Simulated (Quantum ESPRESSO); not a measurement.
# Al3Au under changes of volume

One of the cells (16.640 Å³/atom); the others are scaled copies at fixed shape and fractional positions:

```
Au Al
1.0
    -2.02533    2.02533    4.05660
     2.02533   -2.02533    4.05660
     2.02533    2.02533   -4.05660
Au Al
1 3
Direct
  0.00000 0.00000 0.00000
  0.50000 0.50000 0.00000
  0.25000 0.75000 0.50000
  0.75000 0.25000 0.50000
```

The cell comes from a database or a generator and needn't be the stable form of this composition.

```yaml
Program: Quantum ESPRESSO 7.5
Functional: PBEsol
Potentials_or_basis: GBRV 1.5 PBEsol
Cutoff: 612 eV
Density_cutoff: 4898 eV
k_mesh: 9 × 9 × 9
Occupations: fermi-dirac, width 0.05 eV
Spin: no spin polarisation
```

| volume (Å³/atom) | energy over the lowest point (meV/atom) | pressure (GPa) |
| --- | --- | --- |
| 15.642 | 5.59 | 3.7 |
| 15.974 | 0.42 | 1.3 |
| 16.307 | 0.00 | -0.9 |
| 16.640 | 3.78 | -2.8 |
| 16.973 | 11.31 | -4.5 |
| 17.306 | ? | ? |
| 17.638 | 35.96 | -7.3 |

Q: What does the run at 17.306 Å³/atom give?

A: Energy over the lowest point 22.16 meV/atom; pressure -6.0 GPa.

Worked out: A Birch-Murnaghan fit of order 3 (a polynomial in V^(-2/3)) to the other rows has its minimum at 16.17 Å³/atom with B0 = V·E''(V) = 103 GPa and B' = 4.7 at fixed shape and positions, which overstates the stiffness. It gives 22.18 meV/atom at 17.306 Å³/atom, against the run's 22.16, and -dE/dV = -6.0 GPa, against -6.0.

Energies are extrapolated to zero smearing.
